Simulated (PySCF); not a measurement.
# CH2BrI: electronic excitations at several levels of theory

Aim: compute the electronic excitations of CH2BrI (`BrCI`) at several levels, and see how far they spread and what each costs.

The runs use PySCF 2.14.0, with density-fitted response routines of our own; the level of theory stands in each step. All values are computed, except where a source is named. Atoms count from 0, in the outputs and in this text.

## (1) The starting structure

5 atoms, charge 0, multiplicity 1; geometry from: GFN2-xTB.

Bonds of the start (Å): Br0–C1 1.93, C1–I2 2.15, C1–H3 1.09, C1–H4 1.09.

## (2) Optimising the geometry at PBE0-D3(BJ)/def2-TZVP

Job settings and geometry (Å):

```
{"job": {"xc": "PBE0", "basis": "def2-TZVP", "d3": "d3bj", "grid": 2, "kind": "geom"}, "charge": 0, "multiplicity": 1}
Br    -2.033970     0.344340    -0.002780
C     -0.616160    -0.968900     0.026960
I      1.350320    -0.100140    -0.001480
H     -0.711390    -1.548720     0.939530
H     -0.716340    -1.594960    -0.854580
```

The log of the run:

```text
step   0  E = -2910.85225135  max force = 0.006232
step   1  E = -2910.85247137  max force = 0.003938
step   2  E = -2910.85253621  max force = 0.000404
step   3  E = -2910.85253715  max force = 0.000120
optimisation converged
```

It took 19 s on 4 threads of Arm Neoverse V1, shared host.

Relaxation path:

```
step  energy from step 0 (eV)  largest force component (eV/Å)
   0                   0.0000                          0.3205
   1                  -0.0060                          0.2025
   2                  -0.0078                          0.0208
   3                  -0.0078                          0.0062
```

Close pairs (by a distance rule), those that changed most:

```csv
bond,before (Å),after (Å),change (Å)
C1–I2,2.150,2.126,-0.024
Br0–C1,1.933,1.920,-0.013
C1–H4,1.086,1.084,-0.002
C1–H3,1.085,1.084,-0.002
```

The next job starts from the end point, and lists it.

```
                         at the end point                 value
  point group (found at 0.08 Å tolerance)                    Cs
rotational constants (GHz, main isotopes)  24.802, 0.888, 0.862
                        dipole moment (D)                  1.36
```

## (3) Excited states and response: CAM-B3LYP/def2-TZVPD

Job settings and geometry (Å):

```
{"job": {"kind": "uv", "xc": "CAM-B3LYP", "basis": "def2-TZVPD", "nstates": 12, "ntriplets": 4}, "charge": 0, "multiplicity": 1}
Br    -2.036695     0.329954    -0.002406
C     -0.614611    -0.960091     0.026516
I      1.337563    -0.118967    -0.000687
H     -0.704304    -1.536675     0.939691
H     -0.709494    -1.582600    -0.855464
```

Level: TDDFT CAM-B3LYP/def2-TZVPD, vertical, gas phase, core orbitals frozen in the response.

The log of the run:

```text
coarse grid: 25488 points
cycle   1  E = -2908.9670795070  dE = -4.095e+01  |g| = 3.560e+00  |ddm| = 2.034e+01
cycle   2  E = -2904.5616031335  dE =  4.405e+00  |g| = 4.411e+00  |ddm| = 1.994e+01
cycle   3  E = -2910.5644311210  dE = -6.003e+00  |g| = 1.258e+00  |ddm| = 1.886e+01
cycle   4  E = -2911.2142191831  dE = -6.498e-01  |g| = 5.653e-01  |ddm| = 2.371e+00
cycle   5  E = -2911.2708954652  dE = -5.668e-02  |g| = 2.304e-01  |ddm| = 6.474e-01
cycle   6  E = -2911.2839101589  dE = -1.301e-02  |g| = 7.006e-02  |ddm| = 2.580e-01
cycle   7  E = -2911.2850297488  dE = -1.120e-03  |g| = 5.245e-02  |ddm| = 1.100e-01
cycle   8  E = -2911.2856640296  dE = -6.343e-04  |g| = 7.730e-03  |ddm| = 4.405e-02
cycle   9  E = -2911.2856882824  dE = -2.425e-05  |g| = 2.862e-03  |ddm| = 1.499e-02
cycle  10  E = -2911.2856906774  dE = -2.395e-06  |g| = 9.515e-04  |ddm| = 4.015e-03
final grid: 49072 points
cycle  11  E = -2911.2856907061  dE = -3.096e-07  |g| = 8.343e-04  |ddm| = 2.296e-03
cycle  12  E = -2911.2856906924  dE =  1.371e-08  |g| = 9.788e-04  |ddm| = 1.422e-03
cycle  13  E = -2911.2856908878  dE = -1.954e-07  |g| = 1.464e-04  |ddm| = 6.715e-04
cycle  14  E = -2911.2856908927  dE = -4.919e-09  |g| = 4.483e-05  |ddm| = 1.437e-04
cycle  15  E = -2911.2856908940  dE = -1.273e-09  |g| = 1.462e-05  |ddm| = 9.623e-05
cycle  16  E = -2911.2856908942  dE = -1.573e-10  |g| = 2.379e-06  |ddm| = 4.150e-05
converged SCF energy = -2911.2856908942

Static polarisability (au): isotropic 70.604, principal 57.246 61.398 93.168

Singlet excitations
state   eV       nm        f      main configurations
  1   4.6423    267.1   0.00003   H-1->L 0.93
  2   4.6589    266.1   0.00809   H->L 0.91
  3   5.6855    218.1   0.00001   H-3->L 0.83
  4   5.7216    216.7   0.03818   H-2->L 0.78
  5   6.5430    189.5   0.01379   H->L+1 0.62, H->L+5 0.11, H-2->L 0.10
  6   6.6493    186.5   0.02075   H-1->L+1 0.65, H-1->L+2 0.10, H-1->L+5 0.10
  7   6.8934    179.9   0.03337   H->L+2 0.63, H-2->L+1 0.20
  8   6.9893    177.4   0.06998   H-3->L+1 0.38, H-1->L+2 0.32
  9   7.1728    172.9   0.02233   H-1->L+2 0.42, H-3->L+1 0.21
 10   7.3388    168.9   0.19614   H-2->L+1 0.35, H->L+2 0.19, H-2->L+5 0.11
 11   7.5638    163.9   0.00008   H->L+3 0.87
 12   7.5824    163.5   0.06959   H->L+4 0.43, H->L+5 0.17, H-2->L+2 0.17

Triplet excitations (Tamm-Dancoff, eV): 4.0293 4.0634 4.9741 5.1831
```

Run time: 18 s. Hardware: 4 threads of Arm Neoverse V1, shared host.

Frontier orbitals and where they lie:

```csv
orbital,eV,atoms
HOMO−3,-9.81,"Br0 82 %, C1 12 %"
HOMO−2,-9.73,"Br0 61 %, I2 20 %, C1 16 %"
HOMO−1,-8.98,"I2 84 %, C1 10 %"
HOMO,-8.89,"I2 76 %, Br0 18 %, C1 6 %"
LUMO,-0.66,"I2 52 %, C1 23 %, Br0 19 %"
LUMO+1,0.53,"Br0 47 %, I2 38 %, C1 13 %"
LUMO+2,0.87,"I2 38 %, C1 27 %, Br0 23 %"
```

With each of the 12 states as a Gaussian band of 0.4 eV half-width at 1/e, the curve within the window shown has maxima at 266 nm (ε 330), 216 nm (ε 1,600), 170 nm (ε 12,000) L/(mol cm). Beyond the last state computed it falls off for lack of states. The curve at chosen wavelengths:

(nm, ε (L/mol/cm)): (157, 2921), (163, 8784), (169, 12466), (175, 10700), (181, 6986), (187, 3893), (193, 1920), (199, 1042), (205, 1044), (211, 1407), (217, 1555), (223, 1297), (229, 844), (234, 514), (240, 284), (246, 217), (252, 245), (258, 298), (264, 329), (270, 319), (276, 274), (282, 211), (288, 147), (294, 95), (300, 57), (306, 32)

Ground-state properties from the same run:

```csv
property,computed
dipole moment (D),1.33
polarisability (Å³),10.46
HOMO–LUMO gap (eV),8.24
−ε(HOMO) (eV),8.89
```

## (4) TDDFT and polarisability: PBE0/def2-TZVPD

Job settings and geometry (Å):

```
{"job": {"kind": "uv", "xc": "PBE0", "basis": "def2-TZVPD", "nstates": 12, "ntriplets": 4}, "charge": 0, "multiplicity": 1}
Br    -2.036695     0.329954    -0.002406
C     -0.614611    -0.960091     0.026516
I      1.337563    -0.118967    -0.000687
H     -0.704304    -1.536675     0.939691
H     -0.709494    -1.582600    -0.855464
```

Method: TDDFT PBE0/def2-TZVPD, vertical, gas phase, core orbitals frozen in the response.

The log of the run:

```text
coarse grid: 25488 points
cycle   1  E = -2907.8136648499  dE = -4.023e+01  |g| = 3.849e+00  |ddm| = 2.046e+01
cycle   2  E = -2896.2378781071  dE =  1.158e+01  |g| = 6.025e+00  |ddm| = 1.563e+01
cycle   3  E = -2909.4859145215  dE = -1.325e+01  |g| = 1.634e+00  |ddm| = 1.364e+01
cycle   4  E = -2910.3596282646  dE = -8.737e-01  |g| = 1.302e+00  |ddm| = 3.365e+00
cycle   5  E = -2910.7652166092  dE = -4.056e-01  |g| = 4.445e-01  |ddm| = 1.173e+00
cycle   6  E = -2910.8344937449  dE = -6.928e-02  |g| = 2.471e-01  |ddm| = 7.607e-01
cycle   7  E = -2910.8451249172  dE = -1.063e-02  |g| = 1.419e-01  |ddm| = 3.049e-01
cycle   8  E = -2910.8491553584  dE = -4.030e-03  |g| = 1.766e-02  |ddm| = 1.061e-01
cycle   9  E = -2910.8492099502  dE = -5.459e-05  |g| = 7.693e-03  |ddm| = 1.900e-02
cycle  10  E = -2910.8492192983  dE = -9.348e-06  |g| = 1.095e-03  |ddm| = 6.313e-03
final grid: 49072 points
cycle  11  E = -2910.8492161033  dE = -1.319e-07  |g| = 9.235e-04  |ddm| = 2.356e-03
cycle  12  E = -2910.8492161284  dE = -2.505e-08  |g| = 8.617e-04  |ddm| = 1.463e-03
cycle  13  E = -2910.8492162218  dE = -9.344e-08  |g| = 1.145e-04  |ddm| = 6.561e-04
cycle  14  E = -2910.8492162245  dE = -2.740e-09  |g| = 2.836e-05  |ddm| = 9.904e-05
cycle  15  E = -2910.8492162247  dE = -1.937e-10  |g| = 3.390e-06  |ddm| = 2.292e-05
converged SCF energy = -2910.8492162247

Static polarisability (au): isotropic 71.158, principal 57.417 61.597 94.460

Singlet excitations
state   eV       nm        f      main configurations
  1   4.5921    270.0   0.00002   H-1->L 0.99
  2   4.6260    268.0   0.01318   H->L 0.97
  3   5.4372    228.0   0.00001   H-3->L 0.97
  4   5.5499    223.4   0.04040   H-2->L 0.94
  5   6.1891    200.3   0.01172   H->L+1 0.92
  6   6.2451    198.5   0.00405   H-1->L+1 0.95
  7   6.7850    182.7   0.02181   H->L+2 0.62, H-2->L+1 0.34
  8   6.7917    182.6   0.02844   H-3->L+1 0.83, H-1->L+2 0.10
  9   6.9043    179.6   0.05837   H-1->L+2 0.85, H-3->L+1 0.10
 10   6.9976    177.2   0.18045   H-2->L+1 0.52, H->L+2 0.34
 11   7.3969    167.6   0.00054   H->L+3 0.93
 12   7.4187    167.1   0.04708   H->L+4 0.80

Triplet excitations (Tamm-Dancoff, eV): 3.9651 4.0099 4.8356 5.0193
```

It took 14 s on 4 threads of Arm Neoverse V1, shared host.

This run: HOMO -7.63 eV, LUMO -1.65 eV; lowest singlet 4.59 eV.

## (5) Excited states and response: PBE/def2-TZVPD

Job settings and geometry (Å):

```
{"job": {"kind": "uv", "xc": "PBE", "basis": "def2-TZVPD", "nstates": 12, "ntriplets": 4}, "charge": 0, "multiplicity": 1}
Br    -2.036695     0.329954    -0.002406
C     -0.614611    -0.960091     0.026516
I      1.337563    -0.118967    -0.000687
H     -0.704304    -1.536675     0.939691
H     -0.709494    -1.582600    -0.855464
```

Level: TDDFT PBE/def2-TZVPD, vertical, gas phase, core orbitals frozen in the response.

The log of the run:

```text
coarse grid: 25488 points
cycle   1  E = -2906.3251946817  dE = -3.858e+01  |g| = 4.438e+00  |ddm| = 2.059e+01
cycle   2  E = -2850.0031979898  dE =  5.632e+01  |g| = 1.357e+01  |ddm| = 2.513e+01
cycle   3  E = -2910.2075970650  dE = -6.020e+01  |g| = 1.657e+00  |ddm| = 2.337e+01
cycle   4  E = -2910.3350652919  dE = -1.275e-01  |g| = 1.193e+00  |ddm| = 1.922e+00
cycle   5  E = -2910.6945002623  dE = -3.594e-01  |g| = 3.806e-01  |ddm| = 1.398e+00
cycle   6  E = -2910.7182257153  dE = -2.373e-02  |g| = 2.080e-01  |ddm| = 5.093e-01
cycle   7  E = -2910.7301246852  dE = -1.190e-02  |g| = 5.193e-02  |ddm| = 2.235e-01
cycle   8  E = -2910.7306184552  dE = -4.938e-04  |g| = 1.332e-02  |ddm| = 5.264e-02
cycle   9  E = -2910.7306486272  dE = -3.017e-05  |g| = 3.097e-03  |ddm| = 1.586e-02
cycle  10  E = -2910.7306509856  dE = -2.358e-06  |g| = 4.314e-04  |ddm| = 3.404e-03
final grid: 49072 points
cycle  11  E = -2910.7306454343  dE =  6.039e-09  |g| = 5.506e-04  |ddm| = 3.128e-03
cycle  12  E = -2910.7306452847  dE =  1.496e-07  |g| = 9.541e-04  |ddm| = 1.165e-03
cycle  13  E = -2910.7306454974  dE = -2.127e-07  |g| = 2.462e-04  |ddm| = 7.825e-04
cycle  14  E = -2910.7306455119  dE = -1.451e-08  |g| = 3.509e-05  |ddm| = 2.031e-04
cycle  15  E = -2910.7306455122  dE = -2.719e-10  |g| = 2.699e-06  |ddm| = 4.224e-05
converged SCF energy = -2910.7306455122

Static polarisability (au): isotropic 74.036, principal 59.652 63.647 98.809

Singlet excitations
state   eV       nm        f      main configurations
  1   4.2158    294.1   0.00000   H-1->L 0.99
  2   4.2901    289.0   0.02224   H->L 0.99
  3   4.7353    261.8   0.00001   H-2->L 0.99
  4   4.9360    251.2   0.02510   H-3->L 0.92
  5   5.4581    227.2   0.00138   H-1->L+1 0.98
  6   5.5107    225.0   0.03040   H->L+1 0.93
  7   6.2200    199.3   0.05563   H->L+2 0.88, H-3->L+1 0.12
  8   6.2230    199.2   0.00191   H-2->L+1 0.97
  9   6.2443    198.6   0.05278   H-1->L+2 0.98
 10   6.3115    196.4   0.08722   H-3->L+1 0.83, H->L+2 0.11
 11   6.7890    182.6   0.00026   H->L+3 0.98
 12   6.8169    181.9   0.01772   H-1->L+3 0.77, H->L+4 0.15

Triplet excitations (Tamm-Dancoff, eV): 3.7018 3.7509 4.4466 4.4959
```

Wall time 11 s (4 threads of Arm Neoverse V1, shared host).

This run: HOMO -6.49 eV, LUMO -2.51 eV; lowest singlet 4.22 eV.

## (6) Excited states and response: B3LYP/def2-TZVPD

Job settings and geometry (Å):

```
{"job": {"kind": "uv", "xc": "B3LYP", "basis": "def2-TZVPD", "nstates": 12, "ntriplets": 4}, "charge": 0, "multiplicity": 1}
Br    -2.036695     0.329954    -0.002406
C     -0.614611    -0.960091     0.026516
I      1.337563    -0.118967    -0.000687
H     -0.704304    -1.536675     0.939691
H     -0.709494    -1.582600    -0.855464
```

Method: TDDFT B3LYP/def2-TZVPD, vertical, gas phase, core orbitals frozen in the response.

The log of the run:

```text
coarse grid: 25488 points
cycle   1  E = -2908.0469381250  dE = -3.993e+01  |g| = 3.955e+00  |ddm| = 2.049e+01
cycle   2  E = -2894.4135306800  dE =  1.363e+01  |g| = 6.400e+00  |ddm| = 1.645e+01
cycle   3  E = -2909.6643267141  dE = -1.525e+01  |g| = 1.785e+00  |ddm| = 1.435e+01
cycle   4  E = -2910.6972193433  dE = -1.033e+00  |g| = 1.469e+00  |ddm| = 3.626e+00
cycle   5  E = -2911.1469803897  dE = -4.498e-01  |g| = 6.065e-01  |ddm| = 1.273e+00
cycle   6  E = -2911.2716773731  dE = -1.247e-01  |g| = 3.752e-01  |ddm| = 1.046e+00
cycle   7  E = -2911.3013760029  dE = -2.970e-02  |g| = 1.720e-01  |ddm| = 4.033e-01
cycle   8  E = -2911.3067318689  dE = -5.356e-03  |g| = 2.365e-02  |ddm| = 1.392e-01
cycle   9  E = -2911.3068240539  dE = -9.218e-05  |g| = 1.057e-02  |ddm| = 2.326e-02
cycle  10  E = -2911.3068429262  dE = -1.887e-05  |g| = 1.435e-03  |ddm| = 8.964e-03
cycle  11  E = -2911.3068433110  dE = -3.848e-07  |g| = 4.351e-04  |ddm| = 1.877e-03
final grid: 49072 points
cycle  12  E = -2911.3068389458  dE = -9.820e-09  |g| = 4.532e-04  |ddm| = 2.610e-03
cycle  13  E = -2911.3068388899  dE =  5.589e-08  |g| = 6.469e-04  |ddm| = 8.764e-04
cycle  14  E = -2911.3068389861  dE = -9.625e-08  |g| = 1.611e-04  |ddm| = 5.797e-04
cycle  15  E = -2911.3068389914  dE = -5.289e-09  |g| = 1.310e-05  |ddm| = 1.098e-04
cycle  16  E = -2911.3068389914  dE =  8.185e-12  |g| = 1.361e-06  |ddm| = 1.405e-05
converged SCF energy = -2911.3068389914

Static polarisability (au): isotropic 72.287, principal 58.394 62.484 95.983

Singlet excitations
state   eV       nm        f      main configurations
  1   4.4565    278.2   0.00001   H-1->L 0.99
  2   4.4848    276.5   0.01422   H->L 0.97
  3   5.2339    236.9   0.00001   H-3->L 0.99
  4   5.3625    231.2   0.03714   H-2->L 0.96
  5   5.9673    207.8   0.01399   H->L+1 0.95
  6   6.0100    206.3   0.00398   H-1->L+1 0.97
  7   6.5413    189.5   0.04022   H->L+2 0.77, H-2->L+1 0.21
  8   6.5868    188.2   0.04172   H-3->L+1 0.72, H-1->L+2 0.25
  9   6.6408    186.7   0.03380   H-1->L+2 0.72, H-3->L+1 0.24
 10   6.7540    183.6   0.14020   H-2->L+1 0.68, H->L+2 0.20
 11   7.1323    173.8   0.00026   H->L+3 0.94
 12   7.1605    173.2   0.04513   H->L+4 0.80, H-1->L+3 0.10

Triplet excitations (Tamm-Dancoff, eV): 3.8886 3.9375 4.7352 4.8875
```

It took 15 s on 4 threads of Arm Neoverse V1, shared host.

Key values: HOMO -7.39 eV, LUMO -1.89 eV; lowest singlet 4.46 eV.

## (7) Side by side: electronic excitations

Excitations and ground-state properties, with basis size and wall time:

```csv
run,lowest singlet (eV),brightest (eV),f,gap (eV),α (Å³),μ (D),functions,time
CAM-B3LYP/def2-TZVPD,4.64,7.34,0.196,8.24,10.46,1.33,171,18 s
PBE0/def2-TZVPD,4.59,7.00,0.180,5.98,10.54,1.32,171,14 s
PBE/def2-TZVPD,4.22,6.31,0.087,3.98,10.97,1.26,171,11 s
B3LYP/def2-TZVPD,4.46,6.75,0.140,5.50,10.71,1.30,171,15 s
```

## (8) Summary of results

| quantity | value |
| --- | --- |
| point group | Cs |
| rotational constants (main isotopes) | 24.80, 0.89, 0.86 GHz |
| lowest singlet (CAM-B3LYP/def2-TZVPD) | 4.64 eV (267 nm), f = 0.000 |
| brightest single state of those computed | state 10, 7.34 eV, f = 0.196 |
| lowest triplet | 4.03 eV |
| range of the lowest singlet | 4.22 to 4.64 eV |

**Reading.** Single values in the summary come from the first run of each kind that ended normally (CAM-B3LYP/def2-TZVPD), which need not be the best level. Over 3 steps the energy fell by 0.008 eV; of the close pairs, C1–I2 changed most, 2.150 to 2.126 Å. The lowest singlet, at 4.64 eV, is HOMO−1→LUMO 0.93 and is dark; of the 12 states computed, the strongest absorption comes from state 10 at 7.34 eV. The lowest triplet lies 0.61 eV below the lowest singlet (triplets in Tamm-Dancoff, singlets in full TDDFT). Spin-orbit coupling, left out, mixes singlets and triplets in elements this heavy. The lowest singlet runs from 4.22 eV (PBE/def2-TZVPD) to 4.64 eV (CAM-B3LYP/def2-TZVPD), while the orbital gap spans 3.98 to 8.24 eV: the excitation energy moves far less from run to run than the orbital gap does. The lowest state need not be the same one in every run.
